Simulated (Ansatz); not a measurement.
# CoSi: the cost of one run

The runs use Ansatz 0.2.0, Gaussian basis; def2-QZVPP, core rule «outside noble gas», up to 14 orbitals frozen.

Plan: UHF; ROHF; CCSD(T) on UHF.

**1. The system**

The geometry is a PBE0/def2-TZVP stationary point (not a proven minimum) of the parent state, kept for this charge and spin.

2 atoms, charge 1, spin multiplicity 7.

Atoms are counted from 1 here; the program's logs count them from 0.

Bond lengths: Co1–Si2 2.358 Å.

**2. UHF**

File in.yaml:

```yaml
crystal:
  periodic: [false, false, false]
  atoms:
    - {symbol: Co, position_ang: [0.000000, 0.000000, 0.000000]}
    - {symbol: Si, position_ang: [0.000000, 0.000000, 2.357600]}
basis:
  gaussian: {orbitals: "def2-QZVPP.json"}
total_charge: 1
magnetization: {spin_polarized: true, initial_magnetization: 6}
hamiltonian: {xc: hf}
output: {orbitals: {seedname: orbitals}}
```

Started as:

```
ansatz run in.yaml --threads 1 --pin off --events-out ev --progress --plain --max-ram 4096MiB --backend cpu
```

Q: Estimate wall time and peak memory on 1 thread of AMD EPYC 7R13, shared host.

About 79 s, with a peak of 0.57 GiB.
